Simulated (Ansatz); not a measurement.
Predict the output of the script below (the Ansatz DFT code, driven from Python).

Script `brclsi_dimer.py`:
```python
# -*- coding: utf-8 -*-
"""Binding of a BrClSi dimer at a trial geometry."""

import ansatz
import numpy as np

FIRST = [
    ("Cl", (0.7054, 1.5016, 0.5406)),
    ("Si", (-0.7067, 0.2876, -0.3525)),
    ("Br", (0.0012, -1.7892, -0.1882)),
]
SECOND = [
    ("Cl", (3.6511, -4.4666, 1.5979)),
    ("Si", (4.1783, -2.4864, 1.8551)),
    ("Br", (3.2834, -1.3394, 0.2044)),
]

def energy(atoms, ghosts=()):
    molecule = ansatz.Crystal.molecule()
    for symbol, xyz in atoms:
        molecule = molecule.atom(symbol, xyz)
    calc = (
        molecule.calculation()
        .basis(gaussian="def2-SVP")
        .functional("hf")
    )
    deck = calc.input()
    if ghosts:
        deck = deck.set(ansatz.key.basis.gaussian.ghost_atoms, [{"symbol": s, "position_ang": list(xyz)} for s, xyz in ghosts])
    return ansatz.Session.from_dict(deck).plan().execute().report["free_energy_ev"]

# ghost atoms carry the functions of the partner
direction = np.array([0.775, -0.5783, 0.255])
print("shift (A)   counterpoise-corrected interaction (eV)")
for shift in (-0.3, 0.0, 0.4, 1.0, 2.0):
    moved = [(s, tuple(np.round(np.array(xyz) + shift * direction, 4))) for s, xyz in SECOND]
    gain = energy(FIRST + moved) - energy(FIRST, moved) - energy(moved, FIRST)
    print(f"{shift:8.2f} {gain:14.3f}")
```

```console
$ python brclsi_dimer.py
shift (A)   counterpoise-corrected interaction (eV)
   -0.30          0.547
    0.00          0.285
    0.40          0.115
    1.00          0.029
    2.00          0.003
```

Notes:
- The dimer is a generated trial pose of unrelaxed monomers, not a minimum, so the figure is no binding energy, and the basis set is small.
- Hartree-Fock leaves correlation out, so bond, atomisation and ionisation energies come out well too low.
- This level lacks the dispersion part of the attraction (electrostatics and induction are there), which can decide the sign where the interaction is weak.
- It ran for 34 s on 1 thread of Intel(R) Xeon(R) 6975P-C (Granite Rapids), with other jobs on the host, peak memory 0.62 GiB.
